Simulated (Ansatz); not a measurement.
# AlH3Se: rotation by 180° about the Al1–Se2 bond

How high is the barrier for the rotation by 180° about the Al1–Se2 bond? Relax the two ends, then run a nudged elastic band between them. SMILES of the start: [AlH2][SeH].

Method: RKS PBE-D4/def2-SVP, in Ansatz 0.2.0.

## (1) The starting structure

Bond lengths: Al1–Se2 2.419 Å, Al1–H3 1.564 Å, Al1–H4 1.581 Å, Se2–H5 1.545 Å. Angles: Al1–Se2–H5 89.0°, Se2–Al1–H3 120.7°, Se2–Al1–H4 117.3°, H3–Al1–H4 121.7°.

As a file:

```xyz
5

Al   -0.5101   -0.5043    0.0501
Se    0.4580    1.7126    0.0236
H    -0.7695   -1.2472    1.4013
H    -0.9782   -1.1076   -1.3338
H     1.8496    1.0728   -0.1827
```

## (2) Relaxing end A

input.yaml reads:

```yaml
crystal:
  periodic: [false, false, false]
  atoms:
    - { symbol: Al, position_ang: [-0.5101, -0.5043, 0.0501] }
    - { symbol: Se, position_ang: [0.458, 1.7126, 0.0236] }
    - { symbol: H, position_ang: [-0.7695, -1.2472, 1.4013] }
    - { symbol: H, position_ang: [-0.9782, -1.1076, -1.3338] }
    - { symbol: H, position_ang: [1.8496, 1.0728, -0.1827] }
basis:
  gaussian: { orbitals: def2-SVP }
hamiltonian:
  xc: pbe
  dispersion: d4
relax:
  f_tol: 0.015
  max_steps: 40
```

On the command line:

```bash
ansatz run input.yaml --threads 1 --pin off --max-ram 2048MiB --backend cpu --events-out ev --progress --plain --runs-dir out
```

Log, shortened:

```text
Warning: RAYON_NUM_THREADS=1 ignored (pool sized by the plan → 1); use --threads N
[...]
Functional definition: PBE
[...]
713 factors; their error is unknown
[...]
mean field -71971.76894441 eV, -2644.9137244900 hartree, gradient 2.9e-5 eV, S^2 0.000000; 0 other end points of the search recorded, 0 dependent functions left out
[...]
reference -71971.76897823 eV, -2644.9137257328 hartree; 25, 25 occupied and 40, 40 virtual orbitals, 713 factors
relax step   1: F+E_penalty+E_count = -71971.84449647 eV  Δ(F+E_penalty+E_count) = +0.000e0 eV  max|allowed force component| = 9.108e-1 eV/Å  Δτ_max = 0.0000 Å  (23 SCF iters, accepted)
[...]
relax step   3: F+E_penalty+E_count = -71971.90382800 eV  Δ(F+E_penalty+E_count) = -3.261e-3 eV  max|allowed force component| = 5.120e-2 eV/Å  Δτ_max = 0.0339 Å  (26 SCF iters, accepted)
[...]
relax step   5: F+E_penalty+E_count = -71971.96577669 eV  Δ(F+E_penalty+E_count) = -4.942e-2 eV  max|allowed force component| = 4.491e-1 eV/Å  Δτ_max = 0.2000 Å  (31 SCF iters, accepted)
[...]
relax step   7: F+E_penalty+E_count = -71972.18907856 eV  Δ(F+E_penalty+E_count) = -1.107e-1 eV  max|allowed force component| = 3.109e-1 eV/Å  Δτ_max = 0.2000 Å  (31 SCF iters, accepted)
[...]
relax step   9: F+E_penalty+E_count = -71972.25325395 eV  Δ(F+E_penalty+E_count) = -6.130e-3 eV  max|allowed force component| = 3.741e-2 eV/Å  Δτ_max = 0.0834 Å  (24 SCF iters, accepted)
[...]
relax step  10: F+E_penalty+E_count = -71972.25380616 eV  Δ(F+E_penalty+E_count) = -5.522e-4 eV  max|allowed force component| = 8.150e-3 eV/Å  Δτ_max = 0.0273 Å  (25 SCF iters, accepted)
713 factors; their error is unknown
[...]
mean field -71972.17713076 eV, -2644.9287250615 hartree, gradient 6.2e-6 eV, S^2 0.000000; 1 other end points of the search recorded, 0 dependent functions left out
[...]
reference -71972.17716356 eV, -2644.9287262669 hartree; 25, 25 occupied and 40, 40 virtual orbitals, 713 factors
Total energy: -71972.25383896 eV, -2644.9315440361 hartree
Atom 0 at    -0.439381    -0.535722     0.167121 Å, force     0.006559     0.002616    -0.008150 eV/Å
Atom 1 at     0.869897     1.357761     0.527344 Å, force    -0.000147    -0.003952     0.004299 eV/Å
Atom 2 at    -1.242230    -1.077915     1.433192 Å, force    -0.004008     0.001132     0.005259 eV/Å
Atom 3 at    -0.477590    -1.192863    -1.286630 Å, force     0.000775    -0.000567     0.001002 eV/Å
Atom 4 at     1.339104     1.375039    -0.882527 Å, force    -0.003179     0.000771    -0.002410 eV/Å
Dipole moment:     0.001589    -0.057510    -0.139958 e Å
```

Wall time 15 s (1 thread of Arm Neoverse V2, shared host); peak memory 0.11 GiB.

Step by step:

```
step  energy from step 1 (eV)  largest force component (eV/Å)
   1                   0.0000                          0.9108
   2                  -0.0561                          0.1146
   3                  -0.0593                          0.0512
   4                  -0.0719                          0.1455
   5                  -0.1213                          0.4491
   6                  -0.2339                          0.4917
   7                  -0.3446                          0.3109
   8                  -0.4026                          0.2576
   9                  -0.4088                          0.0374
  10                  -0.4093                          0.0081
```

Step 1 is the start.

After: Bond lengths: Al1–Se2 2.330 Å, Al1–H3 1.594 Å, Al1–H4 1.596 Å, Se2–H5 1.486 Å. Angles: Al1–Se2–H5 92.3°, Se2–Al1–H3 115.9°, Se2–Al1–H4 119.3°, H3–Al1–H4 124.8°.

## (3) Relaxing end B

The second end starts from a geometry with the move made by hand.

input.yaml: that of step 2 with these lines changed.

```diff
@@ -7,3 +7,3 @@
     - { symbol: H, position_ang: [-0.9782, -1.1076, -1.3338] }
-    - { symbol: H, position_ang: [1.8496, 1.0728, -0.1827] }
+    - { symbol: H, position_ang: [-0.95533, 2.30263, 0.23049] }
 basis:
```

On the command line:

```bash
ansatz run input.yaml --threads 1 --pin off --max-ram 2048MiB --backend cpu --events-out ev --progress --plain --runs-dir out
```

Log, shortened:

```text
Warning: RAYON_NUM_THREADS=1 ignored (pool sized by the plan → 1); use --threads N
[...]
[... 1 set-up line as earlier in the session ...]
[...]
713 factors; their error is unknown
[...]
mean field -71971.76565459 eV, -2644.9136035914 hartree, gradient 3.4e-5 eV, S^2 0.000000; 0 other end points of the search recorded, 0 dependent functions left out
[...]
reference -71971.76568842 eV, -2644.9136048345 hartree; 25, 25 occupied and 40, 40 virtual orbitals, 713 factors
relax step   1: F+E_penalty+E_count = -71971.84126984 eV  Δ(F+E_penalty+E_count) = +0.000e0 eV  max|allowed force component| = 9.521e-1 eV/Å  Δτ_max = 0.0000 Å  (23 SCF iters, accepted)
[...]
relax step   3: F+E_penalty+E_count = -71971.90274865 eV  Δ(F+E_penalty+E_count) = -6.867e-3 eV  max|allowed force component| = 3.832e-2 eV/Å  Δτ_max = 0.0329 Å  (26 SCF iters, accepted)
[...]
relax step   9: F+E_penalty+E_count = -71972.25375474 eV  Δ(F+E_penalty+E_count) = -1.435e-3 eV  max|allowed force component| = 8.713e-3 eV/Å  Δτ_max = 0.0463 Å  (26 SCF iters, accepted)
713 factors; their error is unknown
mean field -71972.17707799 eV, -2644.9287231225 hartree, gradient 6.7e-6 eV, S^2 0.000000; 1 other end points of the search recorded, 0 dependent functions left out
[...]
reference -71972.17711078 eV, -2644.9287243275 hartree; 25, 25 occupied and 40, 40 virtual orbitals, 713 factors
Total energy: -71972.25378753 eV, -2644.9315421460 hartree
Atom 0 at    -0.643755    -0.450417    -0.097260 Å, force     0.001561     0.000961     0.001837 eV/Å
Atom 1 at    -0.080499     1.780074    -0.467406 Å, force    -0.008713    -0.003705     0.002644 eV/Å
Atom 2 at    -1.122237    -0.904819     1.355584 Å, force    -0.003773     0.002851     0.001287 eV/Å
Atom 3 at    -0.511534    -1.420689    -1.355510 Å, force     0.003966    -0.000146    -0.004320 eV/Å
Atom 4 at    -0.397105     2.151981     0.936282 Å, force     0.006958     0.000039    -0.001447 eV/Å
Dipole moment:    -0.046588    -0.034729     0.139504 e Å
```

It took 13 s on 1 thread of Arm Neoverse V2, shared host; peak memory 0.11 GiB.

Step by step:

```
step  energy from step 1 (eV)  largest force component (eV/Å)
   1                   0.0000                          0.9521
   2                  -0.0546                          0.2152
   3                  -0.0615                          0.0383
   4                  -0.1078                          0.2912
   5                  -0.1990                          0.3841
   6                  -0.2521                          0.9141
   7                  -0.3814                          0.3832
   8                  -0.4110                          0.0554
   9                  -0.4125                          0.0087
```

Step 1 is the start.

After: Bond lengths: Al1–Se2 2.330 Å, Al1–H3 1.596 Å, Al1–H4 1.594 Å, Se2–H5 1.486 Å. Angles: Al1–Se2–H5 92.2°, Se2–Al1–H3 119.3°, Se2–Al1–H4 115.9°, H3–Al1–H4 124.8°.

## (4) Nudged elastic band

crystal.atoms is end A as relaxed above, and neb.final_atoms is end B, turned to lie on A. With 5 inner images the band has 7 in all.

input.yaml reads:

```yaml
crystal:
  periodic: [false, false, false]
  atoms:
    - { symbol: Al, position_ang: [-0.439381, -0.535722, 0.167121] }
    - { symbol: Se, position_ang: [0.869897, 1.357761, 0.527344] }
    - { symbol: H, position_ang: [-1.24223, -1.077915, 1.433192] }
    - { symbol: H, position_ang: [-0.47759, -1.192863, -1.28663] }
    - { symbol: H, position_ang: [1.339104, 1.375039, -0.882527] }
basis:
  gaussian: { orbitals: def2-SVP }
hamiltonian:
  xc: pbe
  dispersion: d4
neb:
  order_check: false
  images: 5
  f_tol: 0.03
  max_iterations: 60
  initial_path: idpp
  final_atoms:
    - { symbol: Al, position_ang: [-0.38902643, -0.59078342, -0.11630705] }
    - { symbol: Se, position_ang: [1.09148182, 1.11236239, -0.69660452] }
    - { symbol: H, position_ang: [-0.93107536, -0.67819751, 1.38193313] }
    - { symbol: H, position_ang: [-0.78312279, -1.60020834, -1.28585936] }
    - { symbol: H, position_ang: [1.06154276, 1.68312688, 0.6753378] }
```

On the command line:

```bash
ansatz run input.yaml --threads 1 --pin off --max-ram 2048MiB --backend cpu --events-out ev --progress --plain --runs-dir out
```

Log, shortened:

```text
Warning: RAYON_NUM_THREADS=1 ignored (pool sized by the plan → 1); use --threads N
[...]
[... 1 set-up line as earlier in the session ...]
[...]
713 factors; their error is unknown
[...]
mean field -71972.17712656 eV, -2644.9287249071 hartree, gradient 2.3e-5 eV, S^2 0.000000; 0 other end points of the search recorded, 0 dependent functions left out
[...]
reference -71972.17715924 eV, -2644.9287261081 hartree; 25, 25 occupied and 40, 40 virtual orbitals, 713 factors
713 factors; their error is unknown
[...]
mean field -71972.17707602 eV, -2644.9287230500 hartree, gradient 2.3e-5 eV, S^2 0.000000; 0 other end points of the search recorded, 0 dependent functions left out
[...]
reference -71972.17710869 eV, -2644.9287242506 hartree; 25, 25 occupied and 40, 40 virtual orbitals, 713 factors
NEB end point (image 0): max|allowed force component| = 8.203e-3 eV/Å (the criterion of neb.relax_end_points is 1.000e-2)
[...]
NEB iter   1: max|band force component| = 8.569e-1 eV/Å  barrier→ = 0.4349 eV  barrier← = 0.4349 eV  Δτ_max = 0.1167 Å  (156 SCF iters)
[...]
NEB iter   3: max|band force component| = 5.769e-2 eV/Å  barrier→ = 0.3551 eV  barrier← = 0.3550 eV  CI = image 3  Δτ_max = 0.0506 Å  (132 SCF iters)
[...]
NEB iter   4: max|band force component| = 2.142e-2 eV/Å  barrier→ = 0.3532 eV  barrier← = 0.3532 eV  CI = image 3  Δτ_max = 0.0000 Å  (248 SCF iters)
Total energy: -71971.90060564 eV, -2644.9185629509 hartree
Atom 0 at    -0.304356    -0.610748     0.099383 Å, force     0.020651     0.016648     0.003052 eV/Å
Atom 1 at     1.432059     0.975552     0.405264 Å, force    -0.011580    -0.017367     0.002286 eV/Å
Atom 2 at    -1.582484    -0.585504     1.059883 Å, force     0.000028    -0.001172    -0.003146 eV/Å
Atom 3 at    -0.185655    -1.703966    -1.061528 Å, force    -0.003674     0.001063     0.001787 eV/Å
Atom 4 at     0.690235     1.850967    -0.544503 Å, force    -0.005426     0.000828    -0.003980 eV/Å
Dipole moment:    -0.152396    -0.027410    -0.085602 e Å
this run last wrote the band of iteration 4 to <dir>
```

Run time: 32 s. Hardware: 1 thread of Arm Neoverse V2, shared host; peak memory 0.11 GiB.

## (5) What the band shows

Images 0 and 6 are the ends. Energies count from image 0; the path length is the program's own measure over all atoms.

| image | path (Å) | energy (eV) | dihedral H3–Al1–Se2–H5 (°) | band force (eV/Å) |
| --- | --- | --- | --- | --- |
| 0 | 0.000 | 0.0000 | 180 | - |
| 1 | 0.497 | 0.0856 | -150 | 0.012 |
| 2 | 0.994 | 0.2625 | -120 | 0.019 |
| 3* | 1.490 | 0.3532 | -90 | 0.021 |
| 4 | 1.980 | 0.2646 | -61 | 0.021 |
| 5 | 2.471 | 0.0898 | -31 | 0.017 |
| 6 | 2.961 | 0.0000 | -1 | - |

The star marks the climbing image.

image, energy (eV) and a bar:
```
        0      0.000 
        1      0.086 #######
        2      0.262 ######################
        3      0.353 ##############################
        4      0.265 ######################
        5      0.090 ########
        6      0.000
```

How the highest energy settled:

```
iteration  highest image above image 0 (eV)  largest band force (eV/Å)
        1                            0.4349                      0.857
        2                            0.3670                      0.193
        3                            0.3551                      0.058
        4                            0.3532                      0.021
```

Positions of all images (Å):

```xyz
5
image=0 dE=0.0000
Al   -0.439   -0.536    0.167
Se    0.870    1.358    0.527
H    -1.242   -1.078    1.433
H    -0.478   -1.193   -1.287
H     1.339    1.375   -0.883
5
image=1 dE=0.0856
Al   -0.392   -0.569    0.152
Se    1.070    1.208    0.568
H    -1.391   -0.917    1.343
H    -0.352   -1.362   -1.235
H     1.116    1.567   -0.870
5
image=2 dE=0.2625
Al   -0.344   -0.591    0.132
Se    1.277    1.079    0.529
H    -1.510   -0.750    1.209
H    -0.263   -1.533   -1.158
H     0.890    1.721   -0.753
5
image=3 dE=0.3532
Al   -0.304   -0.611    0.099
Se    1.432    0.976    0.405
H    -1.582   -0.586    1.060
H    -0.186   -1.704   -1.062
H     0.690    1.851   -0.545
5
image=4 dE=0.2646
Al   -0.291   -0.633    0.051
Se    1.493    0.905    0.206
H    -1.626   -0.442    0.911
H    -0.104   -1.875   -0.932
H     0.578    1.971   -0.278
5
image=5 dE=0.0898
Al   -0.291   -0.650   -0.002
Se    1.475    0.883   -0.033
H    -1.660   -0.317    0.751
H    -0.012   -2.021   -0.765
H     0.538    2.032    0.008
5
image=6 dE=0.0000
Al   -0.358   -0.586   -0.212
Se    1.104    1.210   -0.474
H    -1.019   -0.853    1.215
H    -0.617   -1.469   -1.514
H     0.939    1.624    0.944
```

## (6) Frequencies at the highest image

The geometry is the highest inner image of the first converged band.

input.yaml reads:

```yaml
crystal:
  periodic: [false, false, false]
  atoms:
    - { symbol: Al, position_ang: [-0.304356, -0.610748, 0.099383] }
    - { symbol: Se, position_ang: [1.432059, 0.975552, 0.405264] }
    - { symbol: H, position_ang: [-1.582484, -0.585504, 1.059883] }
    - { symbol: H, position_ang: [-0.185655, -1.703966, -1.061528] }
    - { symbol: H, position_ang: [0.690235, 1.850967, -0.544503] }
basis:
  gaussian: { orbitals: def2-SVP }
hamiltonian:
  xc: pbe
  dispersion: d4
phonons: {}
```

On the command line:

```bash
ansatz run input.yaml --threads 1 --pin off --max-ram 2048MiB --backend cpu --events-out ev --progress --plain --runs-dir out
```

Log, shortened:

```text
Warning: RAYON_NUM_THREADS=1 ignored (pool sized by the plan → 1); use --threads N
[...]
[... 1 set-up line as earlier in the session ...]
[...]
713 factors; their error is unknown
[...]
mean field -71971.82463442 eV, -2644.9157710601 hartree, gradient 2.5e-5 eV, S^2 0.000000; 0 other end points of the search recorded, 0 dependent functions left out
[...]
reference -71971.82466798 eV, -2644.9157722935 hartree; 25, 25 occupied and 40, 40 virtual orbitals, 713 factors
[...]
713 factors; their error is unknown
[...]
mean field -71971.82463164 eV, -2644.9157709578 hartree, gradient 6.2e-7 eV, S^2 0.000000; 0 other end points of the search recorded, 0 dependent functions left out
[...]
reference -71971.82466520 eV, -2644.9157721911 hartree; 25, 25 occupied and 40, 40 virtual orbitals, 713 factors
[...]
713 factors; their error is unknown
mean field -71971.82453940 eV, -2644.9157675683 hartree, gradient 2.7e-6 eV, S^2 0.000000; 0 other end points of the search recorded, 0 dependent functions left out
[...]
mean field -71971.82461856 eV, -2644.9157704774 hartree, gradient 7.6e-7 eV, S^2 0.000000; 0 other end points of the search recorded, 0 dependent functions left out
[...]
reference -71971.82465213 eV, -2644.9157717108 hartree; 25, 25 occupied and 40, 40 virtual orbitals, 713 factors
WARN: phonons: modes at or below zero, which the zero-point energy, F, S and C_V leave out: 1, the lowest at -388.50 cm⁻¹. A minimum has none, and a first-order saddle one
Total energy: -71971.90060624 eV, -2644.9185629728 hartree
Atom 0 at    -0.304356    -0.610748     0.099383 Å, force     0.020645     0.016666     0.003040 eV/Å
Atom 1 at     1.432059     0.975552     0.405264 Å, force    -0.011508    -0.017340     0.002288 eV/Å
Atom 2 at    -1.582484    -0.585504     1.059883 Å, force     0.000013    -0.001176    -0.003163 eV/Å
Atom 3 at    -0.185655    -1.703966    -1.061528 Å, force    -0.003680     0.001063     0.001799 eV/Å
Atom 4 at     0.690235     1.850967    -0.544503 Å, force    -0.005471     0.000787    -0.003963 eV/Å
Dipole moment:    -0.152395    -0.027410    -0.085601 e Å
Vibrations: -388.50 356.98 423.92 471.68 611.46 778.69 1872.73 1886.39 2333.56 cm⁻¹, zero-point energy 0.541526 eV
```

It took 24 s on 1 thread of Arm Neoverse V2, shared host; peak memory 0.099 GiB.

Of 9 modes, 1 is imaginary by more than 30 cm⁻¹ (388i cm⁻¹).

## (7) The band again, with other settings

crystal.atoms is end A as relaxed above, and neb.final_atoms is end B, turned to lie on A. With 5 inner images the band has 7 in all.

input.yaml reads:

```yaml
crystal:
  periodic: [false, false, false]
  atoms:
    - { symbol: Al, position_ang: [-0.439381, -0.535722, 0.167121] }
    - { symbol: Se, position_ang: [0.869897, 1.357761, 0.527344] }
    - { symbol: H, position_ang: [-1.24223, -1.077915, 1.433192] }
    - { symbol: H, position_ang: [-0.47759, -1.192863, -1.28663] }
    - { symbol: H, position_ang: [1.339104, 1.375039, -0.882527] }
basis:
  gaussian: { orbitals: def2-SVP }
hamiltonian:
  xc: pbe
  dispersion: d4
neb:
  order_check: false
  images: 5
  f_tol: 0.03
  max_iterations: 60
  initial_path: idpp
  spring: 20.0
  final_atoms:
    - { symbol: Al, position_ang: [-0.38902643, -0.59078342, -0.11630705] }
    - { symbol: Se, position_ang: [1.09148182, 1.11236239, -0.69660452] }
    - { symbol: H, position_ang: [-0.93107536, -0.67819751, 1.38193313] }
    - { symbol: H, position_ang: [-0.78312279, -1.60020834, -1.28585936] }
    - { symbol: H, position_ang: [1.06154276, 1.68312688, 0.6753378] }
```

On the command line:

```bash
ansatz run input.yaml --threads 1 --pin off --max-ram 2048MiB --backend cpu --events-out ev --progress --plain --runs-dir out
```

Log, shortened:

```text
Warning: RAYON_NUM_THREADS=1 ignored (pool sized by the plan → 1); use --threads N
[...]
[... 1 set-up line as earlier in the session ...]
[...]
713 factors; their error is unknown
[...]
mean field -71972.17712656 eV, -2644.9287249071 hartree, gradient 2.3e-5 eV, S^2 0.000000; 0 other end points of the search recorded, 0 dependent functions left out
[...]
reference -71972.17715924 eV, -2644.9287261081 hartree; 25, 25 occupied and 40, 40 virtual orbitals, 713 factors
713 factors; their error is unknown
[...]
mean field -71972.17707602 eV, -2644.9287230500 hartree, gradient 2.3e-5 eV, S^2 0.000000; 0 other end points of the search recorded, 0 dependent functions left out
[...]
reference -71972.17710869 eV, -2644.9287242506 hartree; 25, 25 occupied and 40, 40 virtual orbitals, 713 factors
NEB end point (image 0): max|allowed force component| = 8.203e-3 eV/Å (the criterion of neb.relax_end_points is 1.000e-2)
[...]
NEB iter   1: max|band force component| = 8.569e-1 eV/Å  barrier→ = 0.4349 eV  barrier← = 0.4349 eV  Δτ_max = 0.1167 Å  (156 SCF iters)
[...]
NEB iter   3: max|band force component| = 5.798e-2 eV/Å  barrier→ = 0.3550 eV  barrier← = 0.3550 eV  CI = image 3  Δτ_max = 0.0505 Å  (131 SCF iters)
[...]
NEB iter   4: max|band force component| = 2.157e-2 eV/Å  barrier→ = 0.3532 eV  barrier← = 0.3532 eV  CI = image 3  Δτ_max = 0.0000 Å  (246 SCF iters)
Total energy: -71971.90060606 eV, -2644.9185629663 hartree
Atom 0 at    -0.304347    -0.610739     0.099384 Å, force     0.020597     0.016568     0.003060 eV/Å
Atom 1 at     1.432066     0.975548     0.405271 Å, force    -0.011553    -0.017321     0.002280 eV/Å
Atom 2 at    -1.582481    -0.585495     1.059876 Å, force     0.000024    -0.001161    -0.003138 eV/Å
Atom 3 at    -0.185655    -1.703954    -1.061530 Å, force    -0.003665     0.001062     0.001775 eV/Å
Atom 4 at     0.690217     1.850939    -0.544500 Å, force    -0.005404     0.000851    -0.003977 eV/Å
Dipole moment:    -0.152387    -0.027405    -0.085598 e Å
this run last wrote the band of iteration 4 to <dir>
```

It took 32 s on 1 thread of Arm Neoverse V2, shared host; peak memory 0.11 GiB.

## (8) What the band shows

Images 0 and 6 are the ends. Energies count from image 0; the path length is the program's own measure over all atoms.

| image | path (Å) | energy (eV) | dihedral H3–Al1–Se2–H5 (°) | band force (eV/Å) |
| --- | --- | --- | --- | --- |
| 0 | 0.000 | 0.0000 | 180 | - |
| 1 | 0.497 | 0.0855 | -150 | 0.012 |
| 2 | 0.993 | 0.2625 | -120 | 0.019 |
| 3* | 1.490 | 0.3532 | -90 | 0.021 |
| 4 | 1.980 | 0.2646 | -61 | 0.022 |
| 5 | 2.471 | 0.0897 | -31 | 0.016 |
| 6 | 2.961 | 0.0000 | -1 | - |

The star marks the climbing image.

image, energy (eV) and a bar:
```
        0      0.000 
        1      0.086 #######
        2      0.262 ######################
        3      0.353 ##############################
        4      0.265 ######################
        5      0.090 ########
        6      0.000
```

## (9) What came out

| quantity | value |
| --- | --- |
| end A | 9 moves, 0.409 eV lower |
| end B | 8 moves, 0.412 eV lower |
| first band: barrier forwards | 0.35 eV |
| first band: barrier backwards | 0.35 eV |
| first band: second end relative to first | 0.000 eV |
| first band: highest image | 3 of 0 to 6, climbing |
| first band: band iterations | 4 |
| imaginary modes at the top | 388i cm⁻¹ |
| second band | top 0.353 eV above image 0, 4 iterations, 5 inner images |
| time, first and second band | 32 s and 32 s |

In the first band: along this path the system climbs 0.35 eV from the first end (14 kT at 300 K), which at an assumed attempt frequency of 10^13 s⁻¹ means a rate near 10^7 s⁻¹. The two ends lie within 1 meV of each other. The listed dihedral goes from 180° at end A through -90° at the highest image to -1° at end B. One imaginary mode, as a first-order saddle point has. The second band's top agrees with the first's to 1 meV, so the changed settings hardly move the height. Zero-point energy and entropy are left out.
